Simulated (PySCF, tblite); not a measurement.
**C₄H₈N₂Si: geometry, infrared bands and NMR shifts**

Aim: predict the infrared bands and NMR shifts of C₄H₈N₂Si (`C[SiH2]/N=C(/C)C#N`).

Computed with tblite 0.8.0 and PySCF 2.14.0, with density-fitted response routines of our own, on a single molecule in the gas phase. Atoms are numbered from 0 throughout.

## Step 1: Starting geometry

15 atoms, charge 0, multiplicity 1; geometry from: force field or distance geometry start.

Bonds of the start (Å): C0–Si1 1.87, Si1–N2 1.78, N2–C3 1.25, C3–C4 1.47, C3–C5 1.46, C5–N6 1.16, C0–H7 1.13, C0–H8 1.11, C0–H9 1.11, Si1–H10 1.46, Si1–H11 1.48, C4–H12 1.11, C4–H13 1.09, C4–H14 1.12.

## Step 2: Geometry optimisation with GFN2-xTB

The job: settings as JSON, then the geometry in Å.

```
{"job": {"kind": "relax", "xc": "GFN2-xTB", "basis": "xTB"}, "charge": 0, "multiplicity": 1}
C     -2.451800     0.540700    -0.085700
Si    -1.228200    -0.733500    -0.699300
N      0.355600     0.075800    -0.724500
C      1.248500    -0.038200     0.146400
C      2.516400     0.700200    -0.001300
C      0.997500    -0.913700     1.281200
N      0.807900    -1.622100     2.176000
H     -2.061300     1.570000    -0.353400
H     -2.469700     0.438400     1.021200
H     -3.432200     0.319300    -0.562900
H     -1.211000    -1.936100     0.132700
H     -1.521000    -1.080100    -2.107600
H      2.671900     0.880100    -1.086500
H      3.346400     0.099900     0.369700
H      2.426600     1.707200     0.472100
```

The run is started by

```sh
$ OMP_NUM_THREADS=1 python probes_run.py task.json out
```

This one command runs all jobs of the session in turn.

**Question.** This job is followed by: GFN2-xTB harmonic vibrations, gas phase; GIAO PBE0/pcSseg-1 NMR shielding, non-relativistic, gas phase. What will the session give for the following? strongest single infrared mode (GFN2-xTB); zero-point energy (GFN2-xTB); 13C shifts against TMS (PBE0/pcSseg-1); 1H shifts against TMS (PBE0/pcSseg-1, means over atoms taken as alike); 29Si shifts against TMS (PBE0/pcSseg-1); 15N shifts against NH3 (PBE0/pcSseg-1).

**Answer**, as computed:

```
                                                              quantity                         value
                             strongest single infrared mode (GFN2-xTB)         2219 cm⁻¹, 359 km/mol
                                          zero-point energy (GFN2-xTB)                 68.4 kcal/mol
                                13C shifts against TMS (PBE0/pcSseg-1)  156.3, 115.3, 35.5, -3.6 ppm
1H shifts against TMS (PBE0/pcSseg-1, means over atoms taken as alike)          5.23, 2.48, 0.38 ppm
                               29Si shifts against TMS (PBE0/pcSseg-1)                     -37.6 ppm
                                15N shifts against NH3 (PBE0/pcSseg-1)              430.0, 309.5 ppm
```

In words: Relaxing lowered the energy by 0.387 eV in 116 steps; the close pair that moved most is Si1–N2, from 1.779 to 1.722 Å. All 39 modes are real, so the xTB geometry is a minimum. The strongest single mode, at 2219 cm⁻¹, moves mainly H10. Unscaled tight-binding wavenumbers are off by several per cent, some by more. Its intensities can rank the bands wrongly. At PBE0/pcSseg-1: The largest span, 804 ppm, is at N2, where the paramagnetic term is -495 ppm.
